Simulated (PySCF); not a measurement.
# A gas-phase reaction: AlH4NO2 + H2S → AlH3O2S + H3N

Aim: the reaction energy of `[NH2][Al]([OH])[OH]` + `S` → `[OH][Al]([OH])[SH]` + `N`.

Programs: PySCF 2.14.0. All values are calculated, for the isolated system unless a continuum is named. Atoms count from 0, parts from 1.

## (1) The system as given

Each species was relaxed by itself at PBE0-D3(BJ)/def2-SVPD.

## (2) Energies of the species: wB97M-D3(BJ)/def2-TZVPD

Job settings and geometry (Å):

```
{"job": {"kind": "react", "xc": "wB97M-D3(BJ)", "basis": "def2-TZVPD"}, "charge": 0, "multiplicity": 1}
-1 AlH4NO2 charge 0 multiplicity 1
N      0.429870     0.902460    -1.087230
Al    -0.046160    -0.125920     0.269580
O     -0.945910    -1.572330     0.102790
O      0.430300     0.370030     1.833290
H      0.961000     1.756020    -0.978600
H      0.219820     0.735500    -2.060900
H     -1.271550    -1.952610    -0.711220
H      0.222780    -0.113070     2.632230

-1 H2S charge 0 multiplicity 1
S     -0.008220     0.615240     0.015620
H     -0.980730    -0.320710    -0.010110
H      0.969050    -0.315690    -0.011900

+1 AlH3O2S charge 0 multiplicity 1
O     -0.824850    -1.303770     0.976460
Al    -0.054480    -0.087110     0.061230
O      1.237340     0.807580     0.722770
S     -0.664320     0.385780    -1.976960
H     -1.560540    -1.847400     0.697250
H      1.589520     0.691840     1.605370
H      0.277340     1.353070    -2.086200

+1 H3N charge 0 multiplicity 1
N      0.000190    -0.000500     0.284470
H     -0.547510    -0.765440    -0.098650
H     -0.384210     0.860630    -0.093140
H      0.942290    -0.093860    -0.083790
```

With the program's defaults for keys left out, this is: wB97M-D3(BJ)/def2-TZVPD reaction energy of separated species, gas phase.

Command:

```bash
OMP_NUM_THREADS=1 python cluster_run.py task.json out
```

This one command runs all jobs of the session in turn.

The log of the run:

```text
species 1 (AlH4NO2)
coarse grid: 31720 points
cycle   1  E = -450.1892070420  dE =  1.946e-01  |g| = 1.013e+00  |ddm| = 2.307e+00
cycle   2  E = -450.1553634654  dE =  3.384e-02  |g| = 1.174e+00  |ddm| = 1.587e+00
cycle   3  E = -450.3846249105  dE = -2.293e-01  |g| = 5.922e-02  |ddm| = 8.010e-01
cycle   4  E = -450.3853951472  dE = -7.702e-04  |g| = 3.598e-02  |ddm| = 6.932e-02
cycle   5  E = -450.3856851050  dE = -2.900e-04  |g| = 9.902e-03  |ddm| = 2.572e-02
cycle   6  E = -450.3857150363  dE = -2.993e-05  |g| = 1.371e-03  |ddm| = 1.100e-02
cycle   7  E = -450.3857165994  dE = -1.563e-06  |g| = 4.949e-04  |ddm| = 2.688e-03
final grid: 66792 points
cycle   8  E = -450.3857019309  dE = -1.488e-07  |g| = 4.591e-04  |ddm| = 4.201e-03
cycle   9  E = -450.3857019317  dE = -7.873e-10  |g| = 5.372e-04  |ddm| = 7.209e-04
cycle  10  E = -450.3857019790  dE = -4.735e-08  |g| = 3.703e-05  |ddm| = 3.166e-04
cycle  11  E = -450.3857019803  dE = -1.240e-09  |g| = 1.811e-05  |ddm| = 1.092e-04
cycle  12  E = -450.3857019804  dE = -1.181e-10  |g| = 6.640e-06  |ddm| = 2.101e-05
converged SCF energy = -450.3857019804

species 2 (H2S)
coarse grid: 11264 points
cycle   1  E = -399.4336011329  dE = -1.424e-01  |g| = 1.945e-01  |ddm| = 1.016e+00
cycle   2  E = -399.4459452047  dE = -1.234e-02  |g| = 1.106e-01  |ddm| = 2.399e-01
cycle   3  E = -399.4491445505  dE = -3.199e-03  |g| = 1.578e-02  |ddm| = 9.278e-02
cycle   4  E = -399.4492188904  dE = -7.434e-05  |g| = 4.851e-03  |ddm| = 1.790e-02
cycle   5  E = -399.4492311272  dE = -1.224e-05  |g| = 9.336e-04  |ddm| = 7.536e-03
cycle   6  E = -399.4492318584  dE = -7.312e-07  |g| = 1.776e-04  |ddm| = 2.124e-03
final grid: 22496 points
cycle   7  E = -399.4492197048  dE = -2.336e-08  |g| = 1.134e-04  |ddm| = 6.093e-04
cycle   8  E = -399.4492197078  dE = -2.986e-09  |g| = 6.804e-05  |ddm| = 1.498e-04
cycle   9  E = -399.4492197085  dE = -7.682e-10  |g| = 8.771e-06  |ddm| = 5.993e-05
converged SCF energy = -399.4492197085

species 3 (AlH3O2S)
coarse grid: 30448 points
cycle   1  E = -793.0632506332  dE =  2.095e-01  |g| = 9.879e-01  |ddm| = 2.237e+00
cycle   2  E = -793.0206416714  dE =  4.261e-02  |g| = 1.177e+00  |ddm| = 1.504e+00
cycle   3  E = -793.2508480402  dE = -2.302e-01  |g| = 5.599e-02  |ddm| = 7.764e-01
cycle   4  E = -793.2518170820  dE = -9.690e-04  |g| = 2.302e-02  |ddm| = 8.241e-02
cycle   5  E = -793.2519829273  dE = -1.658e-04  |g| = 6.956e-03  |ddm| = 2.722e-02
cycle   6  E = -793.2520013408  dE = -1.841e-05  |g| = 2.319e-03  |ddm| = 1.174e-02
cycle   7  E = -793.2520031823  dE = -1.842e-06  |g| = 1.378e-03  |ddm| = 3.004e-03
final grid: 62168 points
cycle   8  E = -793.2519922529  dE = -2.014e-07  |g| = 1.600e-03  |ddm| = 3.084e-03
cycle   9  E = -793.2519921035  dE =  1.494e-07  |g| = 1.940e-03  |ddm| = 1.920e-03
cycle  10  E = -793.2519927037  dE = -6.002e-07  |g| = 6.394e-05  |ddm| = 1.072e-03
cycle  11  E = -793.2519927091  dE = -5.458e-09  |g| = 2.729e-05  |ddm| = 1.900e-04
cycle  12  E = -793.2519927095  dE = -4.063e-10  |g| = 4.218e-06  |ddm| = 6.168e-05
converged SCF energy = -793.2519927095

species 4 (H3N)
coarse grid: 12536 points
cycle   1  E = -56.5694018441  dE = -1.294e-01  |g| = 3.023e-01  |ddm| = 1.089e+00
cycle   2  E = -56.5779564226  dE = -8.555e-03  |g| = 2.716e-01  |ddm| = 2.676e-01
cycle   3  E = -56.5918782986  dE = -1.392e-02  |g| = 2.125e-02  |ddm| = 1.115e-01
cycle   4  E = -56.5919839228  dE = -1.056e-04  |g| = 5.194e-03  |ddm| = 1.729e-02
cycle   5  E = -56.5919950615  dE = -1.114e-05  |g| = 7.323e-04  |ddm| = 8.719e-03
cycle   6  E = -56.5919954766  dE = -4.151e-07  |g| = 1.111e-04  |ddm| = 3.176e-03
final grid: 27112 points
cycle   7  E = -56.5919835797  dE = -1.546e-08  |g| = 6.437e-05  |ddm| = 6.692e-04
cycle   8  E = -56.5919835817  dE = -1.984e-09  |g| = 5.234e-05  |ddm| = 2.167e-04
cycle   9  E = -56.5919835823  dE = -6.565e-10  |g| = 1.204e-05  |ddm| = 4.721e-05
converged SCF energy = -56.5919835823

Reaction energy = -5.753 kcal/mol
```

Run time: 13 s. Hardware: 1 thread of AMD EPYC 9B45, shared host; peak memory 0.68 GiB.

Species by species (with the dispersion term, which the log's SCF energies lack):

```tsv
ν	species	energy (Eh)	HOMO (eV)
-1	[NH2][Al]([OH])[OH]	-450.39122	-9.92
-1	S	-399.45056	-9.89
+1	[OH][Al]([OH])[SH]	-793.25737	-10.02
+1	N	-56.59358	-10.26
```

## (3) Energies of the species: PBE0-D3(BJ)/def2-TZVPD

Settings changed since step 2:

```diff
@@ -1,2 +1,2 @@
-{"job": {"kind": "react", "xc": "wB97M-D3(BJ)", "basis": "def2-TZVPD"}, "charge": 0, "multiplicity": 1}
+{"job": {"kind": "react", "xc": "PBE0", "basis": "def2-TZVPD", "disp": "d3bj"}, "charge": 0, "multiplicity": 1}
 -1 AlH4NO2 charge 0 multiplicity 1
```

With the program's defaults for keys left out, this is: PBE0-D3(BJ)/def2-TZVPD reaction energy of separated species, gas phase.

The log of the run:

```text
species 1 (AlH4NO2)
coarse grid: 7344 points
cycle   1  E = -449.7208895000  dE =  2.938e-01  |g| = 1.148e+00  |ddm| = 2.425e+00
cycle   2  E = -449.2846371908  dE =  4.363e-01  |g| = 1.892e+00  |ddm| = 2.164e+00
cycle   3  E = -449.9595729730  dE = -6.749e-01  |g| = 1.184e-01  |ddm| = 1.423e+00
cycle   4  E = -449.9609365086  dE = -1.364e-03  |g| = 8.583e-02  |ddm| = 1.181e-01
cycle   5  E = -449.9624097228  dE = -1.473e-03  |g| = 7.649e-03  |ddm| = 4.434e-02
cycle   6  E = -449.9624203927  dE = -1.067e-05  |g| = 1.708e-03  |ddm| = 8.019e-03
cycle   7  E = -449.9624208806  dE = -4.879e-07  |g| = 9.454e-04  |ddm| = 1.864e-03
final grid: 66792 points
cycle   8  E = -449.9585085345  dE = -3.059e-05  |g| = 8.302e-03  |ddm| = 3.854e-02
cycle   9  E = -449.9584885079  dE =  2.003e-05  |g| = 1.315e-02  |ddm| = 1.169e-02
cycle  10  E = -449.9585208749  dE = -3.237e-05  |g| = 4.034e-04  |ddm| = 7.818e-03
cycle  11  E = -449.9585208890  dE = -1.412e-08  |g| = 2.792e-04  |ddm| = 4.065e-04
cycle  12  E = -449.9585209034  dE = -1.446e-08  |g| = 2.828e-05  |ddm| = 1.749e-04
cycle  13  E = -449.9585209036  dE = -1.647e-10  |g| = 4.642e-06  |ddm| = 2.541e-05
converged SCF energy = -449.9585209036

species 2 (H2S)
coarse grid: 2864 points
cycle   1  E = -399.2518631281  dE = -9.250e-02  |g| = 1.630e-01  |ddm| = 1.023e+00
cycle   2  E = -399.2538573749  dE = -1.994e-03  |g| = 1.600e-01  |ddm| = 2.978e-01
cycle   3  E = -399.2614717776  dE = -7.614e-03  |g| = 1.497e-02  |ddm| = 1.477e-01
cycle   4  E = -399.2614863898  dE = -1.461e-05  |g| = 1.103e-03  |ddm| = 5.881e-03
cycle   5  E = -399.2614867702  dE = -3.804e-07  |g| = 6.136e-04  |ddm| = 1.717e-03
final grid: 22496 points
cycle   6  E = -399.2625176495  dE = -7.082e-06  |g| = 4.895e-03  |ddm| = 1.692e-02
cycle   7  E = -399.2625182816  dE = -6.321e-07  |g| = 3.959e-03  |ddm| = 6.695e-03
cycle   8  E = -399.2625212118  dE = -2.930e-06  |g| = 2.911e-04  |ddm| = 3.503e-03
cycle   9  E = -399.2625212396  dE = -2.778e-08  |g| = 3.584e-05  |ddm| = 2.358e-04
cycle  10  E = -399.2625212399  dE = -3.644e-10  |g| = 6.380e-06  |ddm| = 2.919e-05
converged SCF energy = -399.2625212399

species 3 (AlH3O2S)
coarse grid: 7280 points
cycle   1  E = -792.5026492750  dE =  3.093e-01  |g| = 1.085e+00  |ddm| = 2.345e+00
cycle   2  E = -792.0558334073  dE =  4.468e-01  |g| = 1.869e+00  |ddm| = 2.027e+00
cycle   3  E = -792.7131290273  dE = -6.573e-01  |g| = 1.143e-01  |ddm| = 1.357e+00
cycle   4  E = -792.7157719615  dE = -2.643e-03  |g| = 5.846e-02  |ddm| = 1.578e-01
cycle   5  E = -792.7165884762  dE = -8.165e-04  |g| = 8.961e-03  |ddm| = 5.892e-02
cycle   6  E = -792.7165995832  dE = -1.111e-05  |g| = 5.018e-03  |ddm| = 1.006e-02
cycle   7  E = -792.7166038002  dE = -4.217e-06  |g| = 1.301e-03  |ddm| = 3.698e-03
final grid: 62168 points
cycle   8  E = -792.7177206531  dE = -2.682e-05  |g| = 7.726e-03  |ddm| = 3.659e-02
cycle   9  E = -792.7177116303  dE =  9.023e-06  |g| = 1.036e-02  |ddm| = 1.211e-02
cycle  10  E = -792.7177295245  dE = -1.789e-05  |g| = 1.369e-03  |ddm| = 7.512e-03
cycle  11  E = -792.7177298291  dE = -3.046e-07  |g| = 2.310e-04  |ddm| = 1.151e-03
cycle  12  E = -792.7177298429  dE = -1.377e-08  |g| = 6.582e-05  |ddm| = 2.620e-04
cycle  13  E = -792.7177298439  dE = -9.600e-10  |g| = 2.281e-05  |ddm| = 6.283e-05
converged SCF energy = -792.7177298439

species 4 (H3N)
coarse grid: 2928 points
cycle   1  E = -56.4892531162  dE = -9.639e-02  |g| = 3.706e-01  |ddm| = 1.102e+00
cycle   2  E = -56.4628285485  dE =  2.642e-02  |g| = 5.179e-01  |ddm| = 4.439e-01
cycle   3  E = -56.5199264135  dE = -5.710e-02  |g| = 1.577e-02  |ddm| = 2.490e-01
cycle   4  E = -56.5199750314  dE = -4.862e-05  |g| = 3.352e-03  |ddm| = 8.666e-03
cycle   5  E = -56.5199772015  dE = -2.170e-06  |g| = 3.226e-04  |ddm| = 2.234e-03
final grid: 27112 points
cycle   6  E = -56.5150234561  dE = -1.166e-05  |g| = 5.578e-03  |ddm| = 1.579e-02
cycle   7  E = -56.5150180501  dE =  5.406e-06  |g| = 7.637e-03  |ddm| = 6.049e-03
cycle   8  E = -56.5150296673  dE = -1.162e-05  |g| = 1.305e-04  |ddm| = 3.438e-03
cycle   9  E = -56.5150296711  dE = -3.782e-09  |g| = 3.229e-05  |ddm| = 1.001e-04
cycle  10  E = -56.5150296713  dE = -2.772e-10  |g| = 3.576e-06  |ddm| = 2.351e-05
converged SCF energy = -56.5150296713

Reaction energy = -7.622 kcal/mol
```

Wall time 6 s (1 thread of AMD EPYC 9B45, shared host); peak memory 0.62 GiB.

Reaction energy at this level: -7.62 kcal/mol.

## (4) Energies of the species: MP2/def2-TZVPD

Settings changed since step 3:

```diff
@@ -1,2 +1,2 @@
-{"job": {"kind": "react", "xc": "PBE0", "basis": "def2-TZVPD", "disp": "d3bj"}, "charge": 0, "multiplicity": 1}
+{"job": {"kind": "react", "xc": "MP2", "basis": "def2-TZVPD"}, "charge": 0, "multiplicity": 1}
 -1 AlH4NO2 charge 0 multiplicity 1
```

Level: MP2/def2-TZVPD reaction energy of separated species, gas phase.

The log of the run:

```text
species 1 (AlH4NO2)
final grid: 66792 points
cycle   1  E = -448.5752499621  dE =  4.092e-02  |g| = 7.525e-01  |ddm| = 2.240e+00
cycle   2  E = -448.6504614681  dE = -7.521e-02  |g| = 4.841e-01  |ddm| = 9.471e-01
cycle   3  E = -448.6889227606  dE = -3.846e-02  |g| = 4.895e-02  |ddm| = 3.202e-01
cycle   4  E = -448.6898275458  dE = -9.048e-04  |g| = 1.197e-02  |ddm| = 6.746e-02
cycle   5  E = -448.6898965170  dE = -6.897e-05  |g| = 5.028e-03  |ddm| = 1.860e-02
cycle   6  E = -448.6899057326  dE = -9.216e-06  |g| = 1.502e-03  |ddm| = 5.183e-03
cycle   7  E = -448.6899072679  dE = -1.535e-06  |g| = 3.815e-04  |ddm| = 2.431e-03
cycle   8  E = -448.6899073684  dE = -1.006e-07  |g| = 7.662e-05  |ddm| = 6.863e-04
cycle   9  E = -448.6899073717  dE = -3.240e-09  |g| = 2.920e-05  |ddm| = 1.209e-04
cycle  10  E = -448.6899073720  dE = -3.408e-10  |g| = 1.106e-05  |ddm| = 4.442e-05
converged SCF energy = -448.6899073720

species 2 (H2S)
final grid: 22496 points
cycle   1  E = -398.6881058431  dE = -1.695e-01  |g| = 2.014e-01  |ddm| = 9.977e-01
cycle   2  E = -398.7050959825  dE = -1.699e-02  |g| = 7.023e-02  |ddm| = 1.849e-01
cycle   3  E = -398.7068535472  dE = -1.758e-03  |g| = 2.154e-02  |ddm| = 5.635e-02
cycle   4  E = -398.7071963515  dE = -3.428e-04  |g| = 6.311e-03  |ddm| = 2.471e-02
cycle   5  E = -398.7072257656  dE = -2.941e-05  |g| = 1.395e-03  |ddm| = 9.171e-03
cycle   6  E = -398.7072272472  dE = -1.482e-06  |g| = 3.129e-04  |ddm| = 2.398e-03
cycle   7  E = -398.7072273329  dE = -8.569e-08  |g| = 5.003e-05  |ddm| = 6.832e-04
cycle   8  E = -398.7072273352  dE = -2.251e-09  |g| = 1.186e-05  |ddm| = 9.128e-05
cycle   9  E = -398.7072273353  dE = -1.251e-10  |g| = 1.950e-06  |ddm| = 2.073e-05
converged SCF energy = -398.7072273353

species 3 (AlH3O2S)
final grid: 62168 points
cycle   1  E = -791.0670734576  dE =  6.977e-02  |g| = 7.474e-01  |ddm| = 2.178e+00
cycle   2  E = -791.1447455774  dE = -7.767e-02  |g| = 4.920e-01  |ddm| = 8.934e-01
cycle   3  E = -791.1847328615  dE = -3.999e-02  |g| = 5.051e-02  |ddm| = 3.202e-01
cycle   4  E = -791.1858966794  dE = -1.164e-03  |g| = 1.346e-02  |ddm| = 7.741e-02
cycle   5  E = -791.1860176528  dE = -1.210e-04  |g| = 4.346e-03  |ddm| = 2.532e-02
cycle   6  E = -791.1860317294  dE = -1.408e-05  |g| = 1.373e-03  |ddm| = 9.720e-03
cycle   7  E = -791.1860332245  dE = -1.495e-06  |g| = 3.937e-04  |ddm| = 2.808e-03
cycle   8  E = -791.1860333187  dE = -9.421e-08  |g| = 1.615e-04  |ddm| = 7.395e-04
cycle   9  E = -791.1860333272  dE = -8.534e-09  |g| = 3.803e-05  |ddm| = 1.622e-04
cycle  10  E = -791.1860333282  dE = -9.784e-10  |g| = 1.055e-05  |ddm| = 6.723e-05
converged SCF energy = -791.1860333282

species 4 (H3N)
final grid: 27112 points
cycle   1  E = -56.2058925548  dE = -1.621e-01  |g| = 2.298e-01  |ddm| = 1.073e+00
cycle   2  E = -56.2178832074  dE = -1.199e-02  |g| = 7.796e-02  |ddm| = 1.404e-01
cycle   3  E = -56.2190884639  dE = -1.205e-03  |g| = 2.444e-02  |ddm| = 4.021e-02
cycle   4  E = -56.2192477924  dE = -1.593e-04  |g| = 5.226e-03  |ddm| = 1.749e-02
cycle   5  E = -56.2192619258  dE = -1.413e-05  |g| = 1.112e-03  |ddm| = 7.204e-03
cycle   6  E = -56.2192631456  dE = -1.220e-06  |g| = 2.935e-04  |ddm| = 3.286e-03
cycle   7  E = -56.2192632403  dE = -9.468e-08  |g| = 4.961e-05  |ddm| = 9.838e-04
cycle   8  E = -56.2192632423  dE = -2.081e-09  |g| = 4.563e-06  |ddm| = 1.082e-04
cycle   9  E = -56.2192632424  dE = -1.367e-11  |g| = 5.840e-07  |ddm| = 2.273e-05
converged SCF energy = -56.2192632424

Reaction energy = -6.340 kcal/mol
```

Wall time 3 s (1 thread of AMD EPYC 9B45, shared host); peak memory 0.52 GiB.

Reaction energy at this level: -6.34 kcal/mol.

## (5) Comparing the runs

Energies in kcal/mol, with wall time:

```tsv
run	reaction	time
wB97M-D3(BJ)/def2-TZVPD	-5.75	13 s
PBE0-D3(BJ)/def2-TZVPD	-7.62	6 s
MP2/def2-TZVPD	-6.34	3 s
```

## (6) Results

```
                                                quantity                    value
               reaction energy (wB97M-D3(BJ)/def2-TZVPD)           -5.75 kcal/mol
                     ΔH, ΔG at 298 K (xTB thermal terms)      -2.9, -2.2 kcal/mol
range of the reaction energy over the runs of this table  -7.62 to -5.75 kcal/mol
```

The reaction is exothermic by 2.9 kcal/mol in the gas phase; dispersion gives -0.07, and xTB itself gave -7.60 for the electronic energy (xTB energies and thermal terms come from the earlier relaxation of each species, not shown). No barrier was sought. The reaction energy runs from -7.62 (PBE0-D3(BJ)/def2-TZVPD) to -5.75 kcal/mol (wB97M-D3(BJ)/def2-TZVPD).
